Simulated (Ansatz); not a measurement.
**CH₅GaO₃: one species, many methods**

How much do the methods differ for CH₅GaO₃? The plan is to run it at one geometry with functionals of several rungs and with coupled cluster, and see how far each lands from CCSD(T) at the basis-set limit for the atomisation energy.

The runs use Ansatz 0.2.0, Gaussian basis; functionals in def2-TZVPP, the program's frozen cores in correlated methods.

Plan: PBE-D4, r2SCAN-D4, PBE0-D4, B3LYP-D4, ωB97X-V, ωB97M-V, B2PLYP; CCSD(T)/def2-TZVPP; MP2/def2-QZVPP; extrapolation to the limit.

## 1. The geometry

An earlier PBE0-D4 in a triple-zeta def2 set relaxation fixed the geometry.

10 atoms, charge 0, spin multiplicity 1.

Atoms are counted from 1 here; the program's logs count them from 0.

Bond lengths: C1–O2 1.411 Å, C1–H6 1.095 Å, C1–H7 1.095 Å, C1–H8 1.096 Å, O2–Ga3 1.768 Å, Ga3–O4 1.775 Å, Ga3–O5 1.774 Å, O4–H9 0.960 Å, O5–H10 0.960 Å. Angles: O2–C1–H6 109.5°, O2–C1–H7 109.6°, O2–C1–H8 113.2°, H6–C1–H7 108.1°, H6–C1–H8 108.1°, H7–C1–H8 108.1°, C1–O2–Ga3 122.5°, O2–Ga3–O4 119.2°, O2–Ga3–O5 120.3°, O4–Ga3–O5 120.5°, Ga3–O4–H9 113.1°, Ga3–O5–H10 113.1°.

## 2. PBE-D4 (GGA)

The input, in.yaml:

```yaml
crystal:
  periodic: [false, false, false]
  atoms:
    - {symbol: C, position_ang: [-0.102593, -0.285123, -1.778902]}
    - {symbol: O, position_ang: [-0.662683, 0.396345, -0.677736]}
    - {symbol: Ga, position_ang: [-0.032496, 0.226228, 0.964879]}
    - {symbol: O, position_ang: [1.356775, -0.839439, 1.253833]}
    - {symbol: O, position_ang: [-0.782422, 1.111170, 2.307298]}
    - {symbol: H, position_ang: [-0.865901, -0.916629, -2.245453]}
    - {symbol: H, position_ang: [0.240597, 0.441001, -2.523304]}
    - {symbol: H, position_ang: [0.746708, -0.921624, -1.506912]}
    - {symbol: H, position_ang: [1.626082, -0.866807, 2.174604]}
    - {symbol: H, position_ang: [-1.524076, 1.654888, 2.031693]}
basis:
  gaussian: {orbitals: def2-TZVPP}
hamiltonian: {xc: pbe, dispersion: d4}
output: {forces: true, orbitals: {seedname: orbitals}}
```

Run with:

```
$ ansatz run in.yaml --threads 2 --pin off --events-out ev --progress --plain --max-ram 22528MiB --backend cpu
```

Further steps of the session: r2SCAN-D4 (meta-GGA); PBE0-D4 (hybrid); B3LYP-D4 (hybrid); ωB97X-V (range-separated); ωB97M-V (range-separated); B2PLYP (double hybrid); CCSD(T) in def2-TZVPP; MP2 in def2-QZVPP.

Before running them: what should the planned runs give, taken together? Wanted: atomisation energy, CCSD(T)/CBS; farthest; mean size of error, hybrid; mean size of error, range-separated; gap, smallest and largest; T1 diagnostic; triples share of the correlation energy.

**Answer**, as computed:

| quantity | value |
| --- | --- |
| atomisation energy, CCSD(T)/CBS | 3690.7 kJ/mol |
| functionals within 36.9 kJ/mol (1.0 %) | r2SCAN-D4, ωB97X-V, ωB97M-V |
| farthest | B2PLYP (-66.6 kJ/mol) |
| mean size of error, hybrid | 63.6 kJ/mol |
| mean size of error, range-separated | 28.9 kJ/mol |
| gap, smallest and largest | 4.63 eV (PBE-D4), 11.72 eV (ωB97X-V) |
| T1 diagnostic | 0.0141 |
| triples share of the correlation energy | 3.6 % |

In words: PBE-D4 misses by +39.1 kJ/mol. Double hybrids carry the basis error of their MP2 part in triple zeta, and no dispersion term here, so their miss is partly the set-up's. Misses under about 36.9 kJ/mol are within the doubt on the reference itself, which lacks core-valence correlation, relativity and higher excitations, and its outer-core shells are covered unevenly. Hartree-Fock recovers 68 % of the binding; the rest is correlation. Orbital gaps span 4.6 to 11.7 eV; exact exchange widens them. Correlated methods include outer-core shells of Ga, which these sets cover unevenly.
